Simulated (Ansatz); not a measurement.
# CH₇BFNOSi: one species, many methods

How much do the methods differ for CH₇BFNOSi? The plan is to run it at one geometry with functionals of several rungs and with coupled cluster. The yardstick is the atomisation energy at the CCSD(T) limit.

Program: Ansatz 0.2.0, Gaussian basis. Level of theory: functionals in def2-TZVPP, the program's frozen cores in correlated methods. These are calculated values, not measurements.

The runs, in order: PBE-D4, r2SCAN-D4, PBE0-D4, B3LYP-D4, ωB97X-V, ωB97M-V, B2PLYP; CCSD(T)/def2-TZVPP; MP2/def2-QZVPP; extrapolation to the limit.

### Step 1. The relaxed structure

The geometry comes from an earlier relaxation with PBE0-D4 in a triple-zeta def2 set; it is a stationary point, not always the lowest conformer.

SMILES `C[Si](N)(F)BO`, 13 atoms, charge 0, spin multiplicity 1.

Atoms are counted from 1 here; the program's logs count them from 0.

Bond lengths: C1–Si2 1.861 Å, C1–H7 1.094 Å, C1–H8 1.092 Å, C1–H9 1.092 Å, Si2–N3 1.705 Å, Si2–F4 1.622 Å, Si2–B5 2.030 Å, N3–H10 1.007 Å, N3–H11 1.007 Å, B5–O6 1.355 Å, B5–H12 1.207 Å, O6–H13 0.962 Å. Angles: Si2–C1–H7 110.8°, Si2–C1–H8 110.9°, Si2–C1–H9 111.1°, H7–C1–H8 107.6°, H7–C1–H9 108.0°, H8–C1–H9 108.4°, C1–Si2–N3 109.2°, C1–Si2–F4 104.9°, C1–Si2–B5 116.5°, N3–Si2–F4 112.9°, N3–Si2–B5 107.8°, F4–Si2–B5 105.6°, Si2–N3–H10 120.3°, Si2–N3–H11 123.2°, H10–N3–H11 111.9°, Si2–B5–O6 117.4°, Si2–B5–H12 124.0°, O6–B5–H12 118.6° and more.

### Step 2. PBE-D4 (GGA)

File in.yaml:

```yaml
crystal:
  periodic: [false, false, false]
  atoms:
    - {symbol: C, position_ang: [-1.116512, -1.448861, 0.604036]}
    - {symbol: Si, position_ang: [0.029567, -0.356645, -0.373247]}
    - {symbol: N, position_ang: [1.628923, -0.595005, 0.166939]}
    - {symbol: F, position_ang: [-0.187343, -0.801241, -1.917893]}
    - {symbol: B, position_ang: [-0.352788, 1.636000, -0.319189]}
    - {symbol: O, position_ang: [0.711007, 2.472635, -0.261659]}
    - {symbol: H, position_ang: [-0.820419, -2.498329, 0.516249]}
    - {symbol: H, position_ang: [-2.142108, -1.363787, 0.237527]}
    - {symbol: H, position_ang: [-1.105395, -1.182152, 1.663303]}
    - {symbol: H, position_ang: [2.338833, 0.091706, -0.028519]}
    - {symbol: H, position_ang: [2.023913, -1.505552, 0.334893]}
    - {symbol: H, position_ang: [-1.461266, 2.111844, -0.348926]}
    - {symbol: H, position_ang: [0.474188, 3.404688, -0.258615]}
basis:
  gaussian: {orbitals: def2-TZVPP}
hamiltonian: {xc: pbe, dispersion: d4}
output: {forces: true, orbitals: {seedname: orbitals}}
```

Command:

```bash
$ ansatz run in.yaml --threads 2 --pin off --events-out ev --progress --plain --max-ram 22528MiB --backend cuda --devices 0, --max-vram 18GiB
```

After this run come: r2SCAN-D4 (meta-GGA); PBE0-D4 (hybrid); B3LYP-D4 (hybrid); ωB97X-V (range-separated); ωB97M-V (range-separated); B2PLYP (double hybrid); CCSD(T) in def2-TZVPP; MP2 in def2-QZVPP.

Before running them: what should the planned runs give, taken together? Wanted: atomisation energy, CCSD(T)/CBS; farthest; mean size of error, hybrid; mean size of error, range-separated; gap, smallest and largest; T1 diagnostic; triples share of the correlation energy.

The runs gave:

| quantity | value |
| --- | --- |
| atomisation energy, CCSD(T)/CBS | 52.203 eV |
| functionals within 0.261 eV (0.5 %) | r2SCAN-D4, PBE0-D4, B3LYP-D4, ωB97X-V, ωB97M-V |
| farthest | PBE-D4 (+0.798 eV) |
| mean size of error, hybrid | 0.087 eV |
| mean size of error, range-separated | 0.161 eV |
| gap, smallest and largest | 4.18 eV (PBE-D4), 11.17 eV (ωB97X-V) |
| T1 diagnostic | 0.0125 |
| triples share of the correlation energy | 3.4 % |

**Reading.** PBE-D4 misses by +0.798 eV. Double hybrids carry the basis error of their MP2 part in triple zeta, and no dispersion term here, so their miss is partly the set-up's. Misses under about 0.261 eV are within the doubt on the reference itself, which lacks core-valence correlation, relativity and higher excitations. Hartree-Fock recovers 73 % of the binding; the rest is correlation. Orbital gaps span 4.2 to 11.2 eV; exact exchange widens them.
